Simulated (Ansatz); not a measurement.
Predict the output of the script below (the Ansatz DFT code, driven from Python).

Script `hull.py`:
```python
'''Stability of K-Ba compounds against each other, after relaxing cells and atoms.'''

from collections import Counter
import csv
import warnings

import ansatz as az
import numpy as np
from scipy.spatial import ConvexHull

PHASES = {
    'K3Ba Fm-3m': (
        [(0.0, 5.24363, 5.24363), (5.24363, 0.0, 5.24363), (5.24363, 5.24363, 0.0)],
        [
            ('K', (0.25, 0.25, 0.25)),
            ('K', (0.75, 0.75, 0.75)),
            ('K', (0.5, 0.5, 0.5)),
            ('Ba', (0.0, 0.0, 0.0)),
        ],
    ),
    'KBa3 Fm-3m': (
        [(0.0, 5.13017, 5.13017), (5.13017, 0.0, 5.13017), (5.13017, 5.13017, 0.0)],
        [
            ('K', (0.0, 0.0, 0.0)),
            ('Ba', (0.25, 0.25, 0.25)),
            ('Ba', (0.75, 0.75, 0.75)),
            ('Ba', (0.5, 0.5, 0.5)),
        ],
    ),
    'K': (
        [(-2.6125, 2.6125, 2.6125), (2.6125, -2.6125, 2.6125), (2.6125, 2.6125, -2.6125)],
        [
            ('K', (0.0, 0.0, 0.0)),
        ],
    ),
    'Ba': (
        [(-2.5065, 2.5065, 2.5065), (2.5065, -2.5065, 2.5065), (2.5065, 2.5065, -2.5065)],
        [
            ('Ba', (0.0, 0.0, 0.0)),
        ],
    ),
}


def build(vectors, sites):
    crystal = az.Crystal(lattice=az.Lattice.of(vectors))
    for symbol, position in sites:
        crystal = crystal.atom(symbol, position)
    return crystal


def run_phase(name, crystal):
    calc = (
        crystal.calculation()
        .basis(37 * az.Ry)
        .functional('r2SCAN')
        .kpoints(spacing=0.14)
        .occupations('cold', width=0.05)
    )
    calc = calc.relax(force_tolerance=0.03, max_steps=40, cell=True)
    return calc.run(threads=1)


def counts(outcome):
    return Counter(site.symbol for site in outcome.lattice.sites)

def formation_energy(outcome, mu):
    n = counts(outcome)
    return (outcome.report['energy_sigma0_ev'] - sum(k * mu[element] for element, k in n.items())) / sum(n.values())


def main() -> None:
    warnings.simplefilter('ignore', az.DeckWarning)

    phases = {name: build(*cell) for name, cell in PHASES.items()}

    done = {}
    for name, crystal in phases.items():
        done[name] = run_phase(name, crystal)
        print(f'{name}: {done[name].report["energy_sigma0_ev"]:.4f} eV, {len(done[name].lattice.sites)} atoms')

    # energy of one atom in its reference phase
    references = {'K': 'K', 'Ba': 'Ba'}
    mu = {element: done[name].report['energy_sigma0_ev'] / len(done[name].lattice.sites) for element, name in references.items()}
    points = sorted((counts(o)['Ba'] / len(o.lattice.sites), formation_energy(o, mu), name) for name, o in done.items())

    xy = np.array([(x, e) for x, e, _ in points] + [(0.5, 10.0)])
    hull = sorted(tuple(xy[i]) for i in ConvexHull(xy).vertices if xy[i, 1] < 5)
    rows = [(name, x, e, e - np.interp(x, *zip(*hull))) for x, e, name in points]
    with open('hull.csv', 'w', newline='') as handle:
        writer = csv.writer(handle)
        writer.writerow(['phase', 'x(Ba)', 'E_form (eV/atom)', 'above hull (eV/atom)'])
        writer.writerows([round(v, 4) if isinstance(v, float) else v for v in row] for row in rows)
    print(open('hull.csv').read())
    print('on the hull of these phases:', ', '.join(row[0] for row in rows if row[3] < 1e-6))


if __name__ == '__main__':
    main()
```

```console
$ python hull.py
K3Ba Fm-3m: -10591.3893 eV, 4 atoms
KBa3 Fm-3m: -19435.3583 eV, 4 atoms
K: -1542.4780 eV, 1 atoms
Ba: -5964.4593 eV, 1 atoms
phase,x(Ba),E_form (eV/atom),above hull (eV/atom)
K,0.0,0.0,0.0
K3Ba Fm-3m,0.25,0.126,0.126
KBa3 Fm-3m,0.75,0.1244,0.1244
Ba,1.0,0.0,0.0

on the hull of these phases: K, Ba
```

Caveats:
- Absolute energies stand on the zero of these potentials, so only differences at equal settings mean something.
- The cells come from databases of deposited and of computed structures, and not all need be stable phases.
- Differences under 10 to 15 meV an atom lie within the error of mesh and functional, so such verdicts may flip; only the cells listed enter the hull.
- Hardware and time: 8.3 min on 1 thread of Arm Neoverse N1, with other jobs on the host, peak memory 1.6 GiB.
